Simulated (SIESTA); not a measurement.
Input of a SIESTA 5.4.2 run:

File MgFeCoO4.fdf:

```
SystemName                      MgFeCoO4
SystemLabel                     MgFeCoO4
NumberOfSpecies                 4
NumberOfAtoms                   7
%block ChemicalSpeciesLabel
  1  27 Co
  2  26 Fe
  3  12 Mg
  4   8 O
%endblock ChemicalSpeciesLabel

LatticeConstant                 1.0 Ang
%block LatticeVectors
     4.9902818421     0.0000000000     0.0000000000
     0.0000000000     2.9504695233     0.0000000000
    -1.4492411278     0.0000000000     4.8933601204
%endblock LatticeVectors
AtomicCoordinatesFormat         Fractional
%block AtomicCoordinatesAndAtomicSpecies
     0.0000000000     0.5000000000     0.5000000000  1  Co
     0.5000000000     0.0000000000     0.5000000000  2  Fe
     0.0000000000     0.0000000000     0.0000000000  3  Mg
     0.7861340000     0.0000000000     0.2933860000  4  O
     0.2138660000     0.0000000000     0.7066140000  4  O
     0.2448270000     0.5000000000     0.2666900000  4  O
     0.7551730000     0.5000000000     0.7333100000  4  O
%endblock AtomicCoordinatesAndAtomicSpecies

%block kgrid.MonkhorstPack
    6   0   0  0.0
    0   9   0  0.0
    0   0   6  0.0
%endblock kgrid.MonkhorstPack
XC.Functional                   GGA
XC.Authors                      PBE
PAO.BasisSize                   DZP
PAO.EnergyShift                 0.003 Ry
Mesh.Cutoff                     800 Ry
Spin                            polarized
%block DM.InitSpin
    1   2.000
    2   3.000
    3   0.000
    4   0.000
    5   0.000
    6   0.000
    7   0.000
%endblock DM.InitSpin
OccupationFunction              FD
ElectronicTemperature           0.05 eV
MaxSCFIterations                200
SCF.MustConverge                false
SCF.Mixer.Method                Pulay
SCF.Mixer.Weight                0.1
SCF.Mixer.History               10
SCF.DM.Tolerance                5.0e-05
SCF.H.Tolerance                 1.0e-03 eV
WriteForces                     true
Charge.Mulliken                 end
Charge.Hirshfeld                end
Charge.Voronoi                  end
SaveRho                         true
SaveElectrostaticPotential      true
%block PAO.Basis
  Co 5
  n=3 0 2
    2.527 0.000
  n=4 0 2
    7.356 0.000
  n=3 1 2
    2.822 0.000
  n=4 1 1
    7.356
  n=3 2 2
    4.649 0.000
  Fe 5
  n=3 0 2
    2.625 0.000
  n=4 0 2
    7.565 0.000
  n=3 1 2
    2.937 0.000
  n=4 1 1
    7.565
  n=3 2 2
    4.859 0.000
  Mg 4
  n=2 0 2
    2.604 0.000
  n=3 0 2
    8.245 0.000
  n=2 1 2
    2.943 0.000
  n=3 1 1
    8.245
%endblock PAO.Basis
```

Potentials or basis: PseudoDojo 0.4 standard (PBE files), DZP (energy shift 0.003 Ry; two zetas on semicore shells).

The run is started by

```bash
$ siesta < MgFeCoO4.fdf > MgFeCoO4.out 2>&1
```

(1) Estimate the largest force.

(2) Predict the Hirshfeld charges.

Results:

(1) 0.486 eV/Å.

(2) Co +0.26; Fe +0.47; Mg +0.33; O -0.25, -0.28 e.

Caveat: only a ferromagnetic start was run, and an antiferromagnetic order may lie lower in energy.
